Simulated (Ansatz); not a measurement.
# FGeH4: the cost of one run

Method: UKS PBE0-D4/def2-SVP; program: Ansatz 0.2.0.

## 1. Reference run: GeH4F radical, relaxed

File input.yaml:

```yaml
crystal:
  periodic: [false, false, false]
  atoms:
    - { symbol: F, position_ang: [-1.263154, -0.222164, -1.122528] }
    - { symbol: Ge, position_ang: [0.24084, 0.068814, 0.287112] }
    - { symbol: H, position_ang: [-0.201485, -0.492125, -1.4452] }
    - { symbol: H, position_ang: [-0.117501, 1.563867, 0.47339] }
    - { symbol: H, position_ang: [1.801566, -0.087553, 0.472677] }
    - { symbol: H, position_ang: [-0.460266, -0.830839, 1.334549] }
magnetization:
  spin_polarized: true
  initial_magnetization: 1
basis:
  gaussian: { orbitals: def2-SVP }
hamiltonian:
  xc: pbe0
  dispersion: d4
output:
  forces: true
relax:
  f_tol: 0.02
  max_steps: 120
  constraints: [{ distance: [0, 2] }, { distance: [0, 1] }]
  escape_saddle: false
```

Launch:

```
> ansatz run input.yaml --threads 1 --pin off --max-ram 2560MiB --backend cpu --events-out ev --progress --plain --runs-dir out
```

What time and memory should one allow on 1 thread of Arm Neoverse V1, shared host?

About 11 s, with a peak of 0.16 GiB.
